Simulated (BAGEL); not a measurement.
# A workflow on GaHCl2O (SMILES [OH][Ga]([Cl])[Cl])

Wanted: the energy (HF/def2-SVP), then the energy (NEVPT2(2,2)/def2-SVP), then a single-point energy (CASPT2(2,2)/def2-SVP) of GaHCl2O. 

Program for the calculation: BAGEL 1.2.2.

## Step 1: The structure to begin with

GaHCl2O: 5 atoms, total charge 0, spin state singlet. As SMILES, `[OH][Ga]([Cl])[Cl]`. One bond was lengthened or shortened from a relaxed shape.

Bond lengths: O1–Ga2 1.765 Å, Ga2–Cl3 2.109 Å, Ga2–Cl4 2.123 Å, O1–H5 1.105 Å. Angles: O1–Ga2–Cl3 118.8°, O1–Ga2–Cl4 120.6°, Cl3–Ga2–Cl4 120.6°, Ga2–O1–H5 112.9°.

## Step 2: The energy at HF/def2-SVP (density fitting with svp-jkfit) (run 1)

hf.json reads:

```json
{ "bagel" : [

{
  "title" : "molecule",
  "basis" : "svp",
  "df_basis" : "svp-jkfit",
  "angstrom" : false,
  "geometry" : [
    { "atom" : "O", "xyz" : [  0.67080364,  2.42294259,  0.60414355 ] },
    { "atom" : "Ga", "xyz" : [  0.41380089, -0.88237738,  0.24679634 ] },
    { "atom" : "Cl", "xyz" : [  3.02445753, -3.22639366,  2.13822322 ] },
    { "atom" : "Cl", "xyz" : [ -2.47067707, -2.47314883, -2.04468556 ] },
    { "atom" : "H", "xyz" : [ -0.78461429,  3.47218278, -0.46487263 ] }
  ]
},
{ "title" : "hf" },
{ "title" : "print", "file" : "orbitals.molden", "orbitals" : true }

]}
```

Launch:

```console
BAGEL_NUM_THREADS=1 BAGEL hf.json > hf.out
```

Output:

```text
* using 1 threads per process

  ===============================================================
  ===============================================================

  *** Geometry ***

  { "atom" : "O", "xyz" : [      0.670804,      2.422943,      0.604144 ] },
  { "atom" : "Ga", "xyz" : [      0.413801,     -0.882377,      0.246796 ] },
  { "atom" : "Cl", "xyz" : [      3.024458,     -3.226394,      2.138223 ] },
  { "atom" : "Cl", "xyz" : [     -2.470677,     -2.473149,     -2.044686 ] },
  { "atom" : "H", "xyz" : [     -0.784614,      3.472183,     -0.464873 ] },

  Number of auxiliary basis functions:      617

  Since a DF basis is specified, we compute 2- and 3-index integrals:
    o Being stored without compression. Storage requirement is 0.037 GB

  Number of basis functions:       87
  Number of electrons      :       74

    * METHOD: MOLECULE                             0.39

  *** RHF ***

  === Nuclear Repulsion ===
   437.7220211343

      * DIIS with orbital gradients will be used.

  === RHF iteration (svp) ===
      0      -2917.04153636          0.01788437           0.16
      1      -2917.12787838          0.01417516           0.15
      2      -2917.22690972          0.00100823           0.15
      3      -2917.22780031          0.00032935           0.15
      4      -2917.22791327          0.00007352           0.14
      5      -2917.22791909          0.00002295           0.14
      6      -2917.22791968          0.00001064           0.15
      7      -2917.22791978          0.00000229           0.14
      8      -2917.22791978          0.00000061           0.14
      9      -2917.22791978          0.00000021           0.14
     10      -2917.22791978          0.00000009           0.15
     11      -2917.22791978          0.00000003           0.15
     12      -2917.22791978          0.00000001           0.15
    * SCF iteration converged.

    * Permanent dipole moment:
           (    0.469903,    -0.415122,     0.341720) a.u.

    * METHOD: HF                                   2.21

    * METHOD: PRINT                                0.02

  ===============================================================
```

Run time: 2.8 s. Hardware: 1 thread of Arm Neoverse V1, shared host; peak memory 0.17 GiB.

## Step 3: The energy at NEVPT2(2,2)/def2-SVP (density fitting with svp-jkfit) (run 2)

job.json reads:

```json
{ "bagel" : [

{
  "title" : "molecule",
  "basis" : "svp",
  "df_basis" : "svp-jkfit",
  "geometry" : [
    { "atom" : "O", "xyz" : [  0.67080364,  2.42294259,  0.60414355 ] },
    { "atom" : "Ga", "xyz" : [  0.41380089, -0.88237738,  0.24679634 ] },
    { "atom" : "Cl", "xyz" : [  3.02445753, -3.22639366,  2.13822322 ] },
    { "atom" : "Cl", "xyz" : [ -2.47067707, -2.47314883, -2.04468556 ] },
    { "atom" : "H", "xyz" : [ -0.78461429,  3.47218278, -0.46487263 ] }
  ]
},
{
  "title" : "hf"
},
{
  "title" : "nevpt2",
  "nstate" : 1,
  "nact" : 2,
  "nclosed" : 36,
  "active" : [29, 40],
  "maxiter" : 200,
  "natocc" : "true",
  "ncore" : 20
},
{
  "title" : "print",
  "file" : "orbitals.molden",
  "orbitals" : "true"
}

]}
```

Launch:

```console
BAGEL_NUM_THREADS=1 BAGEL job.json > job.out
```

Output:

```text
* using 1 threads per process

  ===============================================================
  ===============================================================

  *** Geometry ***

  { "atom" : "O", "xyz" : [      0.670804,      2.422943,      0.604144 ] },
  { "atom" : "Ga", "xyz" : [      0.413801,     -0.882377,      0.246796 ] },
  { "atom" : "Cl", "xyz" : [      3.024458,     -3.226394,      2.138223 ] },
  { "atom" : "Cl", "xyz" : [     -2.470677,     -2.473149,     -2.044686 ] },
  { "atom" : "H", "xyz" : [     -0.784614,      3.472183,     -0.464873 ] },

  Number of auxiliary basis functions:      617

  Since a DF basis is specified, we compute 2- and 3-index integrals:
    o Being stored without compression. Storage requirement is 0.037 GB

[... 18 lines left out ...]
    * SCF iteration converged.
[... 1 line left out ...]
    * Permanent dipole moment:
[... 28 lines left out ...]
    * Second-order optimization converged. *

     guess   0:   closed 1.                   open ..

  === FCI iteration ===

      0  0     -2917.22734898     1.03e-01      0.00
      1  0     -2917.25401056     4.38e-03      0.00
      2  0 *   -2917.25408896     2.77e-16      0.00

     * ci vector, state   0, <S^2> = 0.0000
       2.     0.9916646917
       .2    -0.1288454081

  === DF-NEVPT2 calculation ===

    * 3-index integral transformation done
    * assembly done

      NEVPT2 correlation energy:   -0.6380299874      0.18

          (+0)     -0.5531543580
          (+0)'    -0.0387394516
          (+1)     -0.0059732595
          (+1)'    -0.0000000000
          (+2)     -0.0005523034
          (-1)     -0.0332737107
          (-1)'     0.0000000000
          (-2)     -0.0063369042

      NEVPT2 total energy:       -2917.8921189448

    * METHOD: NEVPT2                              11.34

    * METHOD: PRINT                                0.02

  ===============================================================
```

Run time: 14 s. Hardware: 1 thread of Arm Neoverse V1, shared host; peak memory 0.17 GiB.

## Step 4: A single-point energy at CASPT2(2,2)/def2-SVP (density fitting with svp-jkfit) (run 3)

input.json reads:

```json
{ "bagel": [

{
  "title": "molecule",
  "basis": "svp",
  "df_basis": "svp-jkfit",
  "geometry": [
    { "atom": "O", "xyz": [     0.67080364,     2.42294259,     0.60414355 ] },
    { "atom": "Ga", "xyz": [     0.41380089,    -0.88237738,     0.24679634 ] },
    { "atom": "Cl", "xyz": [     3.02445753,    -3.22639366,     2.13822322 ] },
    { "atom": "Cl", "xyz": [    -2.47067707,    -2.47314883,    -2.04468556 ] },
    { "atom": "H", "xyz": [    -0.78461429,     3.47218278,    -0.46487263 ] }
  ]
},

{
  "title": "hf"
},

{
  "title": "casscf",
  "nstate": 1,
  "nact": 2,
  "nclosed": 36,
  "active": [29, 40],
  "maxiter": 200,
  "natocc": true
},

{
  "title": "print",
  "file": "orbitals.molden",
  "orbitals": true
},

{
  "title": "smith",
  "method": "caspt2",
  "ms": true,
  "xms": true,
  "sssr": true,
  "shift": 0.2,
  "shift_imag": true,
  "ncore": 20
}

]}
```

Launch:

```console
BAGEL_NUM_THREADS=1 BAGEL input.json > input.out
```

Output:

```text
* using 1 threads per process

  ===============================================================
  ===============================================================

  *** Geometry ***

  { "atom" : "O", "xyz" : [      0.670804,      2.422943,      0.604144 ] },
  { "atom" : "Ga", "xyz" : [      0.413801,     -0.882377,      0.246796 ] },
  { "atom" : "Cl", "xyz" : [      3.024458,     -3.226394,      2.138223 ] },
  { "atom" : "Cl", "xyz" : [     -2.470677,     -2.473149,     -2.044686 ] },
  { "atom" : "H", "xyz" : [     -0.784614,      3.472183,     -0.464873 ] },

  Number of auxiliary basis functions:      617

  Since a DF basis is specified, we compute 2- and 3-index integrals:
    o Being stored without compression. Storage requirement is 0.037 GB

[... 18 lines left out ...]
    * SCF iteration converged.
[... 1 line left out ...]
    * Permanent dipole moment:
[... 27 lines left out ...]
    * Second-order optimization converged. *
[... 9 lines left out ...]
     * ci vector, state   0, <S^2> = 0.0000
[... 16 lines left out ...]
    * Zeroth order energy : state  0       -1.3593490022
[... 4 lines left out ...]
       #      aibj      arbs      arbi      airj      risj      airs      arst      rist         Etot      error   time
[... 2 lines left out ...]
       0  -0.55154  -0.00741  -0.03323  -0.00608  -0.00070  -0.03379  -0.00000  -0.00000   -0.6327503  0.0021447   0.09
       1  -0.55181  -0.00747  -0.03347  -0.00619  -0.00076  -0.03471  -0.00000  -0.00000   -0.6344174  0.0003737   0.08
       2  -0.55185  -0.00748  -0.03340  -0.00619  -0.00076  -0.03480  -0.00000  -0.00000   -0.6344902  0.0000837   0.08
       3  -0.55185  -0.00748  -0.03339  -0.00618  -0.00077  -0.03482  -0.00000  -0.00000   -0.6344930  0.0000190   0.09
       4  -0.55185  -0.00748  -0.03339  -0.00618  -0.00077  -0.03482  -0.00000  -0.00000   -0.6344932  0.0000043   0.09
       5  -0.55185  -0.00748  -0.03339  -0.00618  -0.00077  -0.03482   0.00000  -0.00000   -0.6344932  0.0000010   0.09

      ------------------------------------------------------------------------------------------------------------------

    * CASPT2 energy : state  0    -2917.8913339853
        w/o shift correction      -2917.8885821539
        reference weight              0.8403160860

    * METHOD: SMITH                                0.89

  ===============================================================
```

Run time: 15 s. Hardware: 1 thread of Arm Neoverse V1, shared host; peak memory 0.22 GiB.

## Step 5: Results

| quantity | value |
| --- | --- |
| run 1, HF/def2-SVP: total energy | -2917.22792 Eh |
| run 1, HF/def2-SVP: dipole moment | 1.82 D |
| run 1, HF/def2-SVP: HOMO energy | -12.61 eV |
| run 1, HF/def2-SVP: LUMO energy | 2.02 eV |
| run 1, HF/def2-SVP: HOMO–LUMO gap | 14.63 eV |
| run 2, NEVPT2(2,2)/def2-SVP: total energy | -2917.89212 Eh |
| run 3, CASPT2(2,2)/def2-SVP: total energy | -2917.89133 Eh |
